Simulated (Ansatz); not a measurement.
What does this script print? It uses Ansatz 0.2.0, Python API.

Input file `ba3cao4_ba3cao4.xyz`:
```text
8
Lattice="5.478772 0.0 0.0 0.0 5.478772 0.0 0.0 0.0 5.478772" Properties=species:S:1:pos:R:3 pbc="T T T"
Ba    0.00000000    0.00000000    2.73938600
Ba    0.00000000    2.73938600    0.00000000
Ba    2.73938600    0.00000000    0.00000000
Ca    2.73938600    2.73938600    2.73938600
O     0.00000000    0.00000000    0.00000000
O     2.73938600    2.73938600    0.00000000
O     2.73938600    0.00000000    2.73938600
O     0.00000000    2.73938600    2.73938600
```

`ba3cao4_ba.vasp`
```text
Ba
1.0
  -2.50650000    2.50650000    2.50650000
   2.50650000   -2.50650000    2.50650000
   2.50650000    2.50650000   -2.50650000
Ba
1
Direct
   0.00000000    0.00000000    0.00000000
```

`ba3cao4_ca.cif`
```cif
data_Ca
_cell_length_a 3.951596
_cell_length_b 3.951596
_cell_length_c 3.951596
_cell_angle_alpha 60.00000
_cell_angle_beta 60.00000
_cell_angle_gamma 60.00000
_symmetry_space_group_name_H-M 'P 1'
_symmetry_Int_Tables_number 1
loop_
_symmetry_equiv_pos_as_xyz
'x, y, z'
loop_
_atom_site_label
_atom_site_type_symbol
_atom_site_fract_x
_atom_site_fract_y
_atom_site_fract_z
Ca1 Ca    0.000000    0.000000    0.000000
```

Input file `ba3cao4_o2.xyz`:
```text
2
Lattice="9.0 0.0 0.0 0.0 9.5 0.0 0.0 0.0 10.0" Properties=species:S:1:pos:R:3:initial_magmoms:R:1 pbc="T T T"
O     4.50000000    4.75000000    4.38500000  1.00
O     4.50000000    4.75000000    5.61500000  1.00
```

`formation_ba3cao4.py`
```python
# -*- coding: utf-8 -*-
"""Heat of formation of Ba3CaO4 at zero temperature, after relaxing cells and atoms."""

from collections import Counter
import csv

import ansatz as az
from ase.io import read
import numpy as np

POLARISED = {"O2"}

GASES = {"O2"}


def solve(name, crystal):
    calc = (
        crystal.calculation()
        .functional("pbesol")
        .basis(500)
        .kpoints(spacing=0.16)
        .occupations("fermi_dirac", width=0.05)
        .stress()
    )
    if name in POLARISED:
        calc = calc.spin("collinear")
    if name in GASES:
        return calc.kpoints(1, 1, 1).relax(force_tolerance=0.03, max_steps=60).run(threads=1)
    calc = calc.relax(force_tolerance=0.03, max_steps=60, cell=True)
    return calc.run(threads=1)


def counts(outcome):
    return Counter(site.symbol for site in outcome.lattice.sites)

def formation_energy(outcome, mu):
    n = counts(outcome)
    return (outcome.report["energy_sigma0_ev"] - sum(k * mu[element] for element, k in n.items())) / sum(n.values())


def volume_per_atom(outcome):
    return abs(np.linalg.det(outcome.lattice.cell_ang)) / len(outcome.lattice.sites)

phases = {}
ba3cao4 = az.Crystal.from_extxyz("ba3cao4_ba3cao4.xyz")
phases["Ba3CaO4"] = ba3cao4
atoms = read("ba3cao4_ba.vasp", format="vasp")
ba = az.Crystal.from_ase(atoms)
phases["Ba"] = ba
atoms = read("ba3cao4_ca.cif")
ca = az.Crystal.from_ase(atoms)
phases["Ca"] = ca
o2 = az.Crystal.from_extxyz("ba3cao4_o2.xyz")
phases["O2"] = o2

done = {}
for name, crystal in phases.items():
    done[name] = solve(name, crystal)
    print(f"{name}: {done[name].report['energy_sigma0_ev']:.4f} eV, {len(done[name].lattice.sites)} atoms")

# energy of one atom in its reference phase
references = {"Ba": "Ba", "Ca": "Ca", "O": "O2"}
mu = {element: done[name].report["energy_sigma0_ev"] / len(done[name].lattice.sites) for element, name in references.items()}

target = done["Ba3CaO4"]
heat = formation_energy(target, mu)
rows = [(name, len(o.lattice.sites), volume_per_atom(o), formation_energy(o, mu)) for name, o in done.items()]
with open("formation.csv", "w", newline="") as handle:
    writer = csv.writer(handle)
    writer.writerow(["phase", "atoms", "V (A^3/atom)", "E_form (eV/atom)"])
    writer.writerows([round(v, 4) if isinstance(v, float) else v for v in row] for row in rows)
print(open("formation.csv").read())
# gas references are bare DFT energies, without zero-point or fitted corrections
```

`python formation_ba3cao4.py` gives:
```text
Ba3CaO4: -21635.4276 eV, 8 atoms
Ba: -5862.6098 eV, 1 atoms
Ca: -1793.7319 eV, 1 atoms
DeckWarning: output.stress: scf.convergence.dr2_threshold = 1e-7 eV (the SCF's general default) is looser than the 2e-10 eV advised for a printed stress (1e-10 eV for each atom of the cell: 2). What [...]
O2: -1116.5814 eV, 2 atoms
phase,atoms,V (A^3/atom),E_form (eV/atom)
Ba3CaO4,8,19.2391,-2.5879
Ba,1,57.7322,0.0
Ca,1,40.5744,0.0
O2,2,427.5,0.0
```
(Warnings from the package without file and line, shortened.)

Absolute energies stand on the zero of these potentials, so only differences at equal settings mean something. For the metals among these phases the mesh is modest: differences between phases can be off by up to 40 meV an atom. The cells come from databases of deposited and of computed structures, and not all need be stable phases. The compound is the structure given, not necessarily its lowest; energies are at zero temperature, with no correction for gases. Magnetic phases start from parallel moments and may not end in their lowest magnetic state. A semilocal functional's error on such energies is often 0.05 to 0.1 eV an atom, and 0.1 to 0.3 eV against gases such as O2 or F2. Run time: 2.5 min on 1 thread of Arm Neoverse V2, on a shared host, peak memory 0.95 GiB.
